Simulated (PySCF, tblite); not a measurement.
**C6H11P: geometry, infrared bands and NMR shifts**

Wanted: the infrared bands and NMR shifts of C6H11P (`C=C[C@@H]1PC[C@@H]1C`), by calculation.

Programs: tblite 0.8.0 and PySCF 2.14.0, with density-fitted response routines of our own. Each step states its level of theory. These are calculated values for one molecule in the gas phase, unless marked as measured. Atoms are numbered from 0 throughout.

### 1 Starting geometry

18 atoms, charge 0, multiplicity 1; geometry from: force field or distance geometry start.

Bonds of the start (Å): C0–C1 1.34, C1–C2 1.48, C2–P3 1.86, P3–C4 1.83, C4–C5 1.56, C5–C6 1.53, C5–C2 1.59, C0–H7 1.09, C0–H8 1.08, C1–H9 1.09, C2–H10 1.09, P3–H11 1.41, C4–H12 1.10, C4–H13 1.10, C5–H14 1.11, C6–H15 1.09, C6–H16 1.09, C6–H17 1.10.

### 2 Geometry optimisation with GFN2-xTB

The job: settings as JSON, then the geometry in Å.

```
{"job": {"kind": "relax", "xc": "GFN2-xTB", "basis": "xTB"}, "charge": 0, "multiplicity": 1}
C      2.412200    -0.437800    -0.861600
C      1.348900    -0.896700    -0.182700
C      0.621800    -0.012600     0.756900
P     -0.379700    -0.866600     2.072900
C     -1.614300    -0.580900     0.757200
C     -0.747100     0.604600     0.231000
C     -0.897200     0.904900    -1.256700
H      2.751000     0.596300    -0.763500
H      2.955600    -1.086200    -1.537800
H      1.038600    -1.936800    -0.289500
H      1.260500     0.721300     1.244400
H     -0.668800     0.255900     2.882000
H     -2.605500    -0.314300     1.143500
H     -1.674800    -1.448300     0.086000
H     -0.979500     1.551600     0.770100
H     -0.180100     1.663100    -1.559000
H     -1.901500     1.287000    -1.459300
H     -0.748800     0.001800    -1.865700
```

Started as:

```sh
$ OMP_NUM_THREADS=1 python probes_run.py task.json out
```

The driver reads the jobs from task.json and runs them one after another.

**Question.** This job is followed by: GFN2-xTB harmonic vibrations, gas phase; GIAO PBE0/pcSseg-1 NMR shielding, non-relativistic, gas phase. Predict these results of the whole session: strongest single infrared mode (GFN2-xTB); zero-point energy (GFN2-xTB); ¹³C shifts against TMS (PBE0/pcSseg-1); ¹H shifts against TMS (PBE0/pcSseg-1, means over atoms taken as alike); ³¹P shifts against H3PO4 (PBE0/pcSseg-1).

**Answer**, as computed:

```
                                                              quantity                                                     value
                             strongest single infrared mode (GFN2-xTB)                                     2212 cm⁻¹, 184 km/mol
                                          zero-point energy (GFN2-xTB)                                             94.5 kcal/mol
                                ¹³C shifts against TMS (PBE0/pcSseg-1)                  146.2, 121.4, 44.3, 44.2, 23.5, 23.0 ppm
¹H shifts against TMS (PBE0/pcSseg-1, means over atoms taken as alike)  6.56, 5.40, 5.37, 4.43, 3.30, 2.77, 1.96, 1.74, 1.00 ppm
                              ³¹P shifts against H3PO4 (PBE0/pcSseg-1)                                                 -76.4 ppm
```

What this shows: Relaxing lowered the energy by 0.308 eV in 93 steps; the close pair that moved most is P3–C4, from 1.827 to 1.874 Å. No mode is imaginary among the 48: a minimum at this level. The strongest single mode, at 2212 cm⁻¹, moves mainly H11. GFN2-xTB is a fitted tight-binding method: band positions and strengths are rough. Its intensities can rank the bands wrongly. C1 (alkene CH) lies farthest downfield among carbon, at 146.2 ppm; the olefinic region. H9 (hydrogen on an alkene CH) lies farthest downfield among hydrogen, at 6.56 ppm; attached to an sp2 carbon and in the plane of the double bond. At PBE0/pcSseg-1: Shielding is most anisotropic at C1 (span 249 ppm, paramagnetic term -215 ppm).
